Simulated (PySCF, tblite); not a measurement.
# C6H3Cl5: geometry, infrared bands and NMR shifts

Aim: predict the infrared bands and NMR shifts of C6H3Cl5 (`C=C1C(C(Cl)Cl)=C1C(Cl)(Cl)Cl`).

Computed with tblite 0.8.0 and PySCF 2.14.0, with density-fitted response routines of our own, on a single molecule in the gas phase. Atoms are numbered from 0 throughout.

## 1. The starting structure

14 atoms, charge 0, multiplicity 1; geometry from: force field or distance geometry start.

Bonds of the start (Å): C0–C1 1.30, C1–C2 1.48, C2–C3 1.48, C3–Cl4 1.79, C3–Cl5 1.78, C2–C6 1.32, C6–C7 1.48, C7–Cl8 1.78, C7–Cl9 1.75, C7–Cl10 1.81, C6–C1 1.46, C0–H11 1.06, C0–H12 1.10, C3–H13 1.10.

## 2. Geometry optimisation with GFN2-xTB

Job settings and geometry (Å):

```
{"job": {"kind": "relax", "xc": "GFN2-xTB", "basis": "xTB"}, "charge": 0, "multiplicity": 1}
C     -0.012600     2.420300    -0.389800
C     -0.087600     1.144300    -0.179600
C      0.636500    -0.147900    -0.195400
C      1.870300    -0.906000    -0.487600
Cl     3.243000    -0.358800     0.518200
Cl     1.582900    -2.648600    -0.243500
C     -0.621900    -0.157500     0.201800
C     -1.787000    -0.918200     0.704400
Cl    -1.441900    -2.661000     0.860200
Cl    -2.396000    -0.293600     2.223900
Cl    -3.058900    -0.700600    -0.564200
H      0.831900     2.960900    -0.746600
H     -0.920000     3.012900    -0.183000
H      2.160700    -0.746600    -1.540900
```

On the command line:

```console
OMP_NUM_THREADS=1 python probes_run.py task.json out
```

This one command runs all jobs of the session in turn.

**Question.** This job is followed by: GFN2-xTB harmonic vibrations, gas phase; GIAO PBE0/pcSseg-1 NMR shielding, non-relativistic, gas phase. What will the session give for the following? strongest single infrared mode (GFN2-xTB); zero-point energy (GFN2-xTB); ¹³C shifts against TMS (PBE0/pcSseg-1); ¹H shifts against TMS (PBE0/pcSseg-1); ³⁵Cl shifts against HCl (PBE0/pcSseg-1, means over atoms taken as alike); surface potential, 1st and 99th percentile.

The runs gave:

| quantity | value |
| --- | --- |
| strongest single infrared mode (GFN2-xTB) | 2001 cm⁻¹, 189 km/mol |
| zero-point energy (GFN2-xTB) | 42.4 kcal/mol |
| ¹³C shifts against TMS (PBE0/pcSseg-1) | 145.6, 142.0, 126.3, 109.8, 73.4, 67.8 ppm |
| ¹H shifts against TMS (PBE0/pcSseg-1) | 6.60, 4.33, 4.18 ppm |
| ³⁵Cl shifts against HCl (PBE0/pcSseg-1, means over atoms taken as alike) | 519, 329 ppm |
| surface potential, 1st and 99th percentile | -0.57 V and 1.66 V |

The optimisation took 100 steps and gained 0.145 eV; among the close pairs (by a distance rule), C7–Cl9 changed most, from 1.752 to 1.789 Å. All 36 modes are real, so the xTB geometry is a minimum. The strongest single mode, at 2001 cm⁻¹, moves mainly C1, C2 and C6. GFN2-xTB is a fitted tight-binding method: band positions and strengths are rough. Its intensities can rank the bands wrongly. C3, C7 stand next to heavy halogen, whose spin-orbit shielding this run leaves out, so the computed shift lies too far downfield, most of all for carbon beside Br or I. H13 (hydrogen on an allylic sp3 CH bonded to 2 Cl) lies farthest downfield among hydrogen, at 6.60 ppm; its carbon carries Cl, which withdraws density. At PBE0/pcSseg-1: The widest tensor belongs to Cl8, Cl9, Cl10: span 832 ppm, with a paramagnetic part of -713 ppm. At PBE0/pcSseg-1, counted by nearest atom on the grid, the HOMO lies on C0 38 %; C1 19 %, the LUMO on C2, C6 about 25 % each; Cl4 11 %.
